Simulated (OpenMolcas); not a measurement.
**Mn³⁺ among point charges: CASSCF and CASPT2 levels and susceptibility**

Aim: the splitting of the states of Mn³⁺ in the field of 6 point charges, its lowest levels with spin-orbit coupling and its magnetic susceptibility.

Program: OpenMolcas 26.06. Level of theory: state-averaged CASSCF and CASPT2, spin-orbit coupling by RASSI with atomic mean-field integrals. These are calculated values, not measurements, unless marked.

## Step 1: What is computed

```
Species                           : Mn³⁺ (manganese, Z = 25, 22 electrons)
Basis                             : ANO-RCC-VTZP [6s5p3d2f1g], 59 functions
Scalar Hamiltonian                : DKH2, point nucleus
Inactive shells                   : 1s 2s 2p 3s 3p
Active space                      : 4 electrons in 5 orbitals (3d)
Some configurations of this space : 3d⁴
Orbitals                          : optimised for each spin and parity, averaged over all roots
```

The outer shells:

3d4
```
3d [↑ ][↑ ][↑ ][↑ ][  ]
```

The ion sits among 6 point charges of -1 e arranged as an octahedron (Oh), 2.32 Å from the ion.

The work runs as a chain of OpenMolcas steps in one folder; each step below is one input file. Labels, J, g values, rates, χT and fits are worked out afterwards by a script from the matrices that RASSI stores. The input lists half of the charges; inversion (Group=XYZ) makes the rest.

## Step 2: One- and two-electron integrals

The input, a.inp:

```
&GATEWAY
Coord
1

Mn 0.0 0.0 0.0
Basis=ANO-RCC-VTZP
Group=XYZ
NoMove
AngMom=0.0 0.0 0.0
AMFI
XField
3 Angstrom 0
2.320000 0.000000 0.000000 -1.000000
0.000000 2.320000 0.000000 -1.000000
0.000000 0.000000 2.320000 -1.000000
&SEWARD
```

Run with:

```console
$ OMP_NUM_THREADS=1 MOLCAS_MEM=1689 MOLCAS_PROJECT=a pymolcas a.inp > a.log
```

## Step 3: Reference wave functions, quintets of even parity, 5 roots

The input, a.inp:

```
&RASSCF
FileOrb=start.orb
Symmetry=1
Spin=5
nActEl=4 0 0
Inactive=3 6
Ras2=5 0
CIRoot=5 5 1
SDav=5
CIMx=300
Iter=120 100
PrWF=0.3
OrbListing=Nothing
MaxOrb=0
>>> COPY $Project.JobIph JOB001
```

start.orb holds the contracted functions of the basis, ordered by shell, or the orbitals of the step before.

## Step 4: Reference wave functions, triplets of even parity, 45 roots

The input, a.inp:

```
&RASSCF
FileOrb=start.orb
Symmetry=1
Spin=3
nActEl=4 0 0
Inactive=3 6
Ras2=5 0
CIRoot=45 45 1
SDav=45
CIMx=300
Iter=120 100
PrWF=0.3
OrbListing=Nothing
MaxOrb=0
>>> COPY $Project.JobIph JOB002
```

## Step 5: CASSCF: singlets of even parity, 50 roots

The input, a.inp:

```
&RASSCF
FileOrb=start.orb
Symmetry=1
Spin=1
nActEl=4 0 0
Inactive=3 6
Ras2=5 0
CIRoot=50 50 1
SDav=50
CIMx=300
Iter=120 100
PrWF=0.3
OrbListing=Nothing
MaxOrb=0
>>> COPY $Project.JobIph JOB003
```

## Step 6: State interaction with spin-orbit coupling

The input, a.inp:

```
&RASSI
NrOfJobIphs=3 5 45 50
1 2 3 4 5
1 2 3 4 5 6 7 8 9 10 11 12 13 14 15 16 17 18 19 20 21 22 23 24 25 26 27
28 29 30 31 32 33 34 35 36 37 38 39 40 41 42 43 44 45
1 2 3 4 5 6 7 8 9 10 11 12 13 14 15 16 17 18 19 20 21 22 23 24 25 26 27
28 29 30 31 32 33 34 35 36 37 38 39 40 41 42 43 44 45 46 47 48 49 50
IphNames
JOB001
JOB002
JOB003
EJob
SpinOrbit
DIPRint=1.0
SOCoupling=1000.0
Subsets=2
Property=9
'ANGMOM' 1 'ANGMOM' 2 'ANGMOM' 3 'MLTPL  1' 1 'MLTPL  1' 2 'MLTPL  1' 3
'AMFI' 1 'AMFI' 2 'AMFI' 3
SOProperty=3
'ANGMOM' 1 'ANGMOM' 2 'ANGMOM' 3
```

## Step 7: CASPT2: IPEA 0.25, imaginary shift 0.1 (closed shells correlated: 3s 3p)

The input, a.inp:

```
>>> COPY JOB001 $Project.JobIph
&CASPT2
Multistate=5 1 2 3 4 5
NoMult
Frozen=2 3
IPEA=0.25
Imaginary=0.1
MaxIter=60
WThr=0.0 0.3 0.05
PrWF=0.5
NoMix
>>> COPY JOB002 $Project.JobIph
&CASPT2
Multistate=45 1 2 3 4 5 6 7 8 9 10 11 12 13 14 15 16 17 18 19 20 21 22
23 24 25 26 27 28 29 30 31 32 33 34 35 36 37 38 39 40 41 42 43 44 45
NoMult
Frozen=2 3
IPEA=0.25
Imaginary=0.1
MaxIter=60
WThr=0.0 0.3 0.05
PrWF=0.5
NoMix
>>> COPY JOB003 $Project.JobIph
&CASPT2
Multistate=50 1 2 3 4 5 6 7 8 9 10 11 12 13 14 15 16 17 18 19 20 21 22
23 24 25 26 27 28 29 30 31 32 33 34 35 36 37 38 39 40 41 42 43 44 45 46
47 48 49 50
NoMult
Frozen=2 3
IPEA=0.25
Imaginary=0.1
MaxIter=60
WThr=0.0 0.3 0.05
PrWF=0.5
NoMix
```

(Steps that only read results are left out.)

What does the calculation give? Wanted: spin-free ground state; first state of the same spin within the active space; lowest level; next level.

As calculated:

| quantity | value |
| --- | --- |
| method | SS-CASPT2, IPEA 0.25, imaginary shift 0.1 (closed shells correlated: 3s 3p) |
| spin-free ground state | 5E, 2-fold in its orbital part |
| first state of the same spin within the active space | 5T2 at 743 cm⁻¹ |
| lowest level | 1-fold A1 |
| next level | 75.0 cm⁻¹ |
| χT at 300 K | 2.06 cm³ K/mol |
| effective moment at 300 K | 4.06 μB |

Cost by method:

```
                                              method  time of its own steps  time with the reference
                                           A. CASSCF                   21 s                     21 s
B. SS-CASPT2, IPEA 0.25, imaginary shift 0.1, +3s 3p                   10 s                     31 s
```

Times are of one thread on a shared host.

In words: The spin-free ground state (5E) comes to 100 % from free-ion D terms and keeps the highest spin of the shell. χT at 300 K is 2.06, against 3.01 cm³ K/mol for the spin alone, so spin-orbit coupling lowers it. An active space of the d shell alone favours high spin; real ions in strong fields can be low spin. CASPT2 does not keep the components of a term degenerate, and the means are used. An orbital doublet at a regular site is open to a Jahn-Teller distortion, which this geometry leaves out. The field of point charges can differ much from that of real complexes. With metal d orbitals alone active, the gaps between spin states are rough; where two lie within a few thousand cm-1, their order is open. Point charges carry no covalency, so the field is a model and not that of real ligands.
